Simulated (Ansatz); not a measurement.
# La3InN: where the electrons are, part 2 of 2

Aim: see in La3InN how the density differs from that of free atoms, which states sit where, how the functional moves the density and how expansion changes the bonding charge. The geometry is as listed and is not relaxed.

Ansatz 0.2.0; DFT r2SCAN, scalar-relativistic, plane waves, PAW.

## Step 5: The same cell with PBEsol

Input file input.yaml:

```yaml
crystal:
  lattice:
    - [5.1275, 0.0, 0.0]
    - [0.0, 5.1275, 0.0]
    - [0.0, 0.0, 5.1275]
  atoms:
    - { symbol: La, position: [0.5, 0.5, 0.0] }
    - { symbol: La, position: [0.0, 0.5, 0.5] }
    - { symbol: La, position: [0.5, 0.0, 0.5] }
    - { symbol: In, position: [0.0, 0.0, 0.0] }
    - { symbol: "N", position: [0.5, 0.5, 0.5] }
basis:
  ecutwfc: 420
  fft_grid_basis: typed
kpoints:
  mp_grid: { grid: [6, 6, 6] }
hamiltonian:
  xc: pbesol
  pseudopotentials: { kind: paw }
scf:
  occupations: { method: gaussian, width: 0.05 }
output:
  forces: true
  stress: true
  eigenvalues: true
  bader: true
  write_density: true
  volumetric_format: npy
```

The run is started by

```
ansatz run input.yaml --threads 2 --pin off --max-ram 4096MiB --backend cpu --events-out ev --progress --plain --runs-dir out
```

What it wrote, cut to the lines that bear on the results:

```text
Warning: RAYON_NUM_THREADS=2 ignored (pool sized by the plan → 2); use --threads N
[...]
Pseudopotentials: kind: paw
Pseudopotential: La, paw, valence charge 11, recommended cutoff 420 eV (normal), La.paw.azcp
Pseudopotential: In, paw, valence charge 13, recommended cutoff 420 eV (normal), In.paw.azcp
Pseudopotential: N, paw, valence charge 5, recommended cutoff 420 eV (normal), N.paw.azcp
Functional definition: PBEsol
[...]
Crystal: 5 atoms, lattice volume = 134.808 Å³
Basis set: ecut = 420 eV, 2601 PW (Γ), exchange–correlation on 72×72×72 points (8 copies of the dense FFT grid, shifted against one another)
Bands: 31, of which v1, the nominal top of the filled ones, is band 26 counted from 1 (25 counted from 0)
Symmetry: 48 space group operations
Space group: Pm-3m (ITA 221), of the structure as read, at distance tolerance 5.1e-5 Å
k-points: 20 of 216
[...]
SCF converged after 7 iterations
Free energy (F): -24392.265403 eV
[...]
E sigma→0 (E₀):  -24392.261405 eV
Entropy (-TS):   -0.007996 eV (-1.599 meV/atom)
Fermi energy:    11.380507 eV
[...]
--- Forces (eV/Å), atoms counted from 1 ---
  atom   1  La    -0.00000000     0.00000000    -0.00000000
  atom   2  La     0.00000000    -0.00000000     0.00000000
  atom   3  La     0.00000000    -0.00000000     0.00000000
  atom   4  In    -0.00000000    -0.00000000     0.00000000
  atom   5  N      0.00000000    -0.00000000     0.00000000
[...]
--- Stress (GPa, compression-positive) ---
       -2.437069       0.000000       0.000000
        0.000000      -2.437069       0.000000
        0.000000       0.000000      -2.437069
  P = ⅓ Tr σ = -2.4371 GPa (-24.371 kbar)
--- Band table (eV; the first three rows and the last of 20) ---
[...]
--- Bader charges: 5 sites ---
  site symbol  charge [e]  shift [e]
     0     La      1.1272     0.0000
     1     La      1.1272     0.0000
     2     La      1.1272     0.0000
     3     In     -1.5995     0.0000
     4      N     -1.7821     0.0000
  estimated error of the sums over rays = 5.0e-4 e
```

It took 23 s on 2 threads of Arm Neoverse N1, shared host; peak memory 0.43 GiB.

Density with PBEsol less that of the base run, valid outside the PAW spheres.

The difference in a lattice plane of the grid's cell (edges 5.13 and 5.13 Å, at 0.500 of the third edge), which holds La and N.

Ten even steps from ' ' (-26.47 × 10⁻³ e/Å³) to '@' (62.56 × 10⁻³ e/Å³):
```
::::::::------::::--++******++--::::------::::::
::::::----------::::--++++++--::::----------::::
------------------::::::::::::::----------------
--------------------::::::::::------------------
------------------------------------------------
::::::------------::::::::::::::------------::::
::::::::--------::::....  ....::::--------::::::
**++--::::----::::..          ..::::----::::--++
****++--::::--::..    ::==::    ..::--::::--++**
++****==::::--::..  ..**@@**..  ..::--::::==****
****++--::::--::..    ::==::    ..::--::::--++**
**++--::::----::::..          ..::::----::::--++
::::::::--------::::....  ....::::--------::::::
::::::------------::::::::::::::------------::::
------------------------------------------------
--------------------::::::::::------------------
------------------::::::::::::::----------------
::::::----------::::--++++++--::::----------::::
::::::::------::::--++******++--::::------::::::
::::::::------::::==****++****==::::------::::::
```
Columns run along the first of these edges and rows up along the second, over one cell in 24 and 20 even steps from the bottom left corner. Atoms in the plane (fractional): La at (0.50, 0.00), La at (0.00, 0.50), N at (0.50, 0.50).

*How does the change of level move the electrons?*

- PBEsol has more density at the edge of the In core regions (up to 0.008 e/Å³) and less at the edge of the N core regions (by 0.03 e/Å³).
- Bader charges are La +1.27, In −1.94 and N −1.86 e with r2SCAN and La +1.13, In −1.60 and N −1.78 e with PBEsol.

## Step 6: The cell at 106 % of its volume

Fractional coordinates and the k mesh are kept.

Input file input.yaml:

```yaml
crystal:
  lattice:
    - [5.228064747, 0.0, 0.0]
    - [0.0, 5.228064747, 0.0]
    - [0.0, 0.0, 5.228064747]
  atoms:
    - { symbol: La, position: [0.5, 0.5, 0.0] }
    - { symbol: La, position: [0.0, 0.5, 0.5] }
    - { symbol: La, position: [0.5, 0.0, 0.5] }
    - { symbol: In, position: [0.0, 0.0, 0.0] }
    - { symbol: "N", position: [0.5, 0.5, 0.5] }
basis:
  ecutwfc: 500
  fft_grid_basis: typed
kpoints:
  mp_grid: { grid: [6, 6, 6] }
hamiltonian:
  xc: r2scan
  pseudopotentials: { kind: paw }
scf:
  occupations: { method: gaussian, width: 0.05 }
output:
  forces: true
  stress: true
  eigenvalues: true
  bader: true
  write_density: true
  volumetric_format: npy
  elf: true
```

The run is started by

```
ansatz run input.yaml --threads 2 --pin off --max-ram 4096MiB --backend cpu --events-out ev --progress --plain --runs-dir out
```

What it wrote, cut to the lines that bear on the results:

```text
Warning: RAYON_NUM_THREADS=2 ignored (pool sized by the plan → 2); use --threads N
[...]
[... 5 set-up lines as earlier in the session ...]
[...]
Crystal: 5 atoms, lattice volume = 142.897 Å³
Basis set: ecut = 500 eV, 3695 PW (Γ), exchange–correlation on 160×160×160 points (64 copies of the dense FFT grid, shifted against one another)
Bands: 31, of which v1, the nominal top of the filled ones, is band 26 counted from 1 (25 counted from 0)
[... 1 set-up line as earlier in the session ...]
Space group: Pm-3m (ITA 221), of the structure as read, at distance tolerance 5.2e-5 Å
k-points: 20 of 216
[...]
SCF converged after 8 iterations
Free energy (F): -24795.761498 eV
[...]
E sigma→0 (E₀):  -24795.759198 eV
Entropy (-TS):   -0.004599 eV (-0.920 meV/atom)
Fermi energy:    10.948222 eV
[...]
--- Forces (eV/Å), atoms counted from 1 ---
  atom   1  La     0.00000000     0.00000000     0.00000000
  atom   2  La     0.00000000    -0.00000000     0.00000000
  atom   3  La     0.00000000    -0.00000000    -0.00000000
  atom   4  In    -0.00000000    -0.00000000     0.00000000
  atom   5  N      0.00000000    -0.00000000     0.00000000
[...]
--- Stress (GPa, compression-positive) ---
       -3.179136       0.000000      -0.000000
        0.000000      -3.179136       0.000000
        0.000000       0.000000      -3.179136
  P = ⅓ Tr σ = -3.1791 GPa (-31.791 kbar)
--- Band table (eV; the first three rows and the last of 20) ---
[...]
--- Bader charges: 5 sites ---
  site symbol  charge [e]  shift [e]
     0     La      1.2928     0.0000
     1     La      1.2928     0.0000
     2     La      1.2928     0.0000
     3     In     -1.9966     0.0000
     4      N     -1.8817     0.0000
  estimated error of the sums over rays = 4.3e-4 e
```

It took 36 s on 2 threads of Arm Neoverse N1, shared host; peak memory 0.72 GiB.

Deformation density at this volume.

Deformation density in a lattice plane of the grid's cell (edges 5.23 and 5.23 Å, at 0.500 of the third edge), which holds La and N.

Ten even steps from '0' (-210.69 × 10⁻³ e/Å³) to '9' (119.66 × 10⁻³ e/Å³):
```
666655566642224666555666
666655556653235665555666
665555556665456665555556
555555555666566655555555
555555556666766665555555
666555566778887766555566
666665667899999876656666
456666678999999987666665
233456689996469998665433
222356789983038998765322
233456689996469998665433
456666678999999987666665
666665667899999876656666
666555566778887766555566
555555556666766665555555
555555555666566655555555
665555556665456665555556
666655556653235665555666
666655566642224666555666
666655566532223566555666
```
Columns run along the first of these edges and rows up along the second, over one cell in 24 and 20 even steps from the bottom left corner. Atoms in the plane (fractional): La at (0.50, 0.00), La at (0.00, 0.50), N at (0.50, 0.50).

*What does the deformation density say about the bonding?*

- La–N (2.61 Å): Δρ is +0.02 e/Å³ at the midpoint: little charge gathers at the midpoint.
- In–La (3.70 Å): Δρ is +0.01 e/Å³ at the midpoint.
- Outside the cores the largest gain is 0.12 e/Å³, at the edge of the N core regions, and the largest loss 0.04 e/Å³, at the edge of the In core regions.
- The rearranged charge, half the integral of |Δρ|, is about 0.26 e an atom.
- Bader charges: La +1.29, In −2.00 and N −1.88 e.

## Step 7: Summary of results

The summary covers parts 1 to 2.

```
                     quantity                                                            value
              gap on the mesh                                                     none (metal)
                     pressure                                                          0.5 GPa
                Bader charges                                    La +1.27, In -1.94, N -1.86 e
the states at the Fermi level                                    La 5d (80 %) and La 4f (10 %)
                  with PBEsol                    gap none (metal), -2.4 GPa, 23 s against 36 s
              at 106 % volume  -3.2 GPa, gap none (metal), Bader La +1.29, In -2.00, N -1.88 e
```

La–N (2.56 Å): Δρ is +0.02 e/Å³ at the midpoint: little charge gathers at the midpoint. In–La (3.63 Å): Δρ is +0.01 e/Å³ at the midpoint. PBEsol has more density at the edge of the In core regions (up to 0.008 e/Å³) and less at the edge of the N core regions (by 0.03 e/Å³). La–N goes from 2.56 to 2.61 Å with the volume, and the deformation density at its midpoint stays at +0.02 e/Å³. The runs treat La without spin-orbit coupling. Spin polarisation is off in the runs that give these values; a magnetic solution could lie lower.
